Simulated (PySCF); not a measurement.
# La3 (La3-): the cost of one run

Computed with PySCF 2.14.0. Level: r2SCAN, La def2-SVP with ECP46; scalar-relativistic core potentials, no spin–orbit coupling.

3 further runs of the same task are left out: 2 for a known fault of the program, 1 that didn't finish.

### Step 1. Where the work starts

3 atoms, charge -1, spin multiplicity 1.

Bond lengths: La1–La2 3.298 Å, La1–La3 3.298 Å, La2–La3 3.298 Å. Angles: La2–La1–La3 60.0°, La1–La2–La3 60.0°, La1–La3–La2 60.0°.

Coordinates:

```xyz
3
La3
La    1.90410    0.00000    0.00000
La   -0.95200    1.64900    0.00000
La   -0.95210   -1.64900    0.00000
```

### Step 2. SCF at the start, singlet

File run.py (the lines that set the calculation):

```python
mol = gto.M(atom='''
La     1.90410     0.00000     0.00000
La    -0.95200     1.64900     0.00000
La    -0.95210    -1.64900     0.00000''',
    basis={'La': 'def2-SVP'},
    ecp={'La': 'def2-SVP'},
    charge=-1, spin=0)
mf = dft.RKS(mol, xc='R2SCAN')
mf.grids.atom_grid = (50, 194)  # f atoms: unpruned, at least (60, 302)
mf = mf.density_fit()  # fitting sets: La def2-universal-JKFIT
mf.conv_tol = 1e-08; mf.max_cycle = 55
mf.kernel(dm0)  # dm0: free metal ions and neutral atoms
```

Run with:

```console
> OMP_NUM_THREADS=2 python run.py
```

What time and memory should one allow on 2 threads of Arm Neoverse V2, shared host?

About 31 s, with a peak of 0.9 GiB.
